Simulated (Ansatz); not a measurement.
# CH3ClOSi: the cost of one run

Program: Ansatz 0.2.0. Level of theory: RKS B3LYP-D4/cc-pVDZ. These are calculated values, not measurements.

## Step 1: The structure to begin with

Bond lengths: O1–C2 1.388 Å, C2–Si3 1.764 Å, Si3–Cl4 2.016 Å, O1–H5 0.962 Å, C2–H6 1.079 Å, Si3–H7 1.441 Å. Angles: O1–C2–Si3 126.5°, O1–C2–H6 109.7°, Si3–C2–H6 122.0°, C2–O1–H5 109.7°, C2–Si3–Cl4 121.5°, C2–Si3–H7 123.7°, Cl4–Si3–H7 112.6°.

As a file:

```xyz
7

O    -0.8345    1.5557   -0.0488
C     0.1605    0.7220    0.4432
Si    0.3764   -0.9876    0.0679
Cl   -0.5812   -1.8549   -1.4797
H    -1.2324    1.1596   -0.8299
H     0.6334    1.1849    1.2952
H     1.4779   -1.7797    0.5521
```

## Step 2: End point A

Contents of input.yaml:

```yaml
crystal:
  periodic: [false, false, false]
  atoms:
    - { symbol: O, position_ang: [-0.83447, 1.55569, -0.04877] }
    - { symbol: C, position_ang: [0.16047, 0.72198, 0.44325] }
    - { symbol: Si, position_ang: [0.37635, -0.98762, 0.06789] }
    - { symbol: Cl, position_ang: [-0.58119, -1.85488, -1.47973] }
    - { symbol: H, position_ang: [-1.23244, 1.15964, -0.82991] }
    - { symbol: H, position_ang: [0.63339, 1.18494, 1.29518] }
    - { symbol: H, position_ang: [1.47788, -1.77975, 0.55209] }
basis:
  gaussian: { orbitals: cc-pVDZ }
hamiltonian:
  xc: b3lyp
  dispersion: d4
relax:
  f_tol: 0.015
  max_steps: 40
```

Launch:

```sh
$ ansatz run input.yaml --threads 1 --pin off --max-ram 2048MiB --backend cpu --events-out ev --progress --plain --runs-dir out
```

Q: Estimate wall time and peak memory on 1 thread of an Arm CPU, shared host.

About 36 s, with a peak of 0.15 GiB.
